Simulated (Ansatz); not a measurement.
# Sn2Bi2Te: the cost of one run

Program: Ansatz 0.2.0. Level of theory: DFT PBE, scalar-relativistic, plane waves, PAW. These are calculated values, not measurements.

2 further runs of the same task are left out: 1 that didn't finish, 1 set aside as unsound or not needed.

## (1) The starting structure

It takes space group I4/mmm (No. 139, tetragonal). Conventional cell: a = 4.806 Å, b = 4.806 Å, c = 11.783 Å, α = 90.00°, β = 90.00°, γ = 90.00°. Sn (site symmetry -4m2) is surrounded by 4 Bi at 2.78 Å and 4 Sn at 3.40 Å and 4 Te at 3.80 Å. Bi (site symmetry 4mm) is surrounded by 4 Sn at 2.78 Å and 1 Bi at 3.12 Å and 4 Te at 3.74 Å. Te (site symmetry 4/mmm) is surrounded by 8 Bi at 3.74 Å and 8 Sn at 3.80 Å.

As a file:

```xyz
5
Lattice="-2.4030 2.4030 5.8914 2.4030 -2.4030 5.8914 2.4030 2.4030 -5.8914" Properties=species:S:1:pos:R:3 pbc="T T T"
Sn    0.0000    2.4030    2.9457
Sn    2.4030    0.0000    2.9457
Bi    0.0000    0.0000    4.3337
Bi    0.0000    0.0000    7.4491
Te    0.0000    0.0000    0.0000
```

A structure generator made this guess: species swapped into a database cell of CaNi2As2 (I4/mmm, No. 139), with Te on the Ca sites, Sn on the Ni sites and Bi on the As sites. Lengths come from tabulated atomic sizes and are only a guess.

## (2) A first look at the guess

Input file input.yaml:

```yaml
crystal:
  lattice:
    - [-2.40299569, 2.40299569, 5.89140518]
    - [2.40299569, -2.40299569, 5.89140518]
    - [2.40299569, 2.40299569, -5.89140518]
  atoms:
    - { symbol: Sn, position: [0.75, 0.25, 0.5] }
    - { symbol: Sn, position: [0.25, 0.75, 0.5] }
    - { symbol: Bi, position: [0.36780179, 0.36780179, 0.0] }
    - { symbol: Bi, position: [0.63219821, 0.63219821, 0.0] }
    - { symbol: Te, position: [0.0, 0.0, 0.0] }
basis:
  ecutwfc: 420
kpoints:
  mp_grid: { grid: [6, 6, 6] }
hamiltonian:
  xc: pbe
scf:
  occupations: { method: gaussian, width: 0.1 }
  lower_state_search: "off"
output:
  forces: true
  stress: true
  eigenvalues: true
```

On the command line:

```console
$ ansatz run input.yaml --threads 1 --pin off --max-ram 2560MiB --backend cpu --events-out ev --progress --plain --runs-dir out
```

What time and memory should one allow on 1 thread of AMD EPYC 9R45 (Zen 5), shared host?

About 3.4 s, with a peak of 0.54 GiB.
